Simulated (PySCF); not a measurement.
**HgBr: from the state search to spectroscopic constants**

One job finds the state of HgBr, follows it along the bond with each method and fits the curves.

Method: Hg def2-TZVPP with ECP60, Br def2-TZVPP, scalar-relativistic core potentials; program: PySCF 2.14.0.

**1. The job**

The job is set up so:

- atoms: Hg, Br
- charge: 0
- basis: Hg def2-TZVPP with ECP60, Br def2-TZVPP
- Hamiltonian: scalar-relativistic core potentials
- basis functions: 107
- electrons treated: 55
- masses in u: 201.9706, 78.9183
- levels: PBE0, PBE, r²SCAN, B97-3, BLYP, M06-L, TPSS, CAM-B3LYP, HF, MP2, SCS-MP2
- grid: 80 radial by 434 angular points
- occupations: held fixed by the projection of orbital angular momentum
- dissociation limit: Hg + Br, each in its ground configuration
- starting distance in angstrom: 2.490
- values of 2S to try: 1, 3

Run with:

```sh
$ OMP_NUM_THREADS=2 python dia.py task.json out
```

Further steps of the session: PBE0 along the bond; Excited determinants; PBE; r²SCAN (meta-GGA); B97-3 (global hybrid GGA); BLYP (GGA); M06-L (meta-GGA); TPSS; CAM-B3LYP; UHF (mean field).

What does the calculation give? Wanted: for each run, Re; ωe; De; μ.

As calculated:

Lowest PBE0 solution found, without spin–orbit coupling: ²Σ⁺ (doublet), unpaired electrons σ ↑. State 2 has its PBE0 minimum 5.65 eV higher. The other levels ran on the lowest alone.

```csv
level,Re (Å),ωe (cm⁻¹),De (eV),μ (D)
UHF,2.554,190.4,0.51,-3.56
UHF-MP2,2.489,192.7,0.57,n/a
UHF-SCS-MP2,2.517,183.5,0.409,n/a
PBE,2.587,160.7,0.94,-2.46
BLYP,2.661,139.6,0.72,-2.52
TPSS,2.582,164.0,0.95,-2.60
r²SCAN,2.543,178.6,1.04,-2.54
M06-L,2.653,138.8,0.81,-2.74
PBE0,2.547,176.1,0.93,-2.71
B97-3,2.594,159.7,0.77,-2.88
CAM-B3LYP,2.555,174.7,0.79,-2.78
```

De is counted to Hg + Br in their ground configurations. A positive dipole means Hg(−)Br(+).

In words: Bond lengths run from 2.489 Å (UHF-MP2) to 2.661 Å (BLYP). Among the levels with a De in the table, it runs from 0.409 eV (UHF-SCS-MP2) to 1.04 eV (r²SCAN).

Correlated steps freeze 9 core orbitals. These are scalar-relativistic numbers at best; spin–orbit coupling would shift them, the dissociation energy most. With spin–orbit coupling the term label itself may not hold.
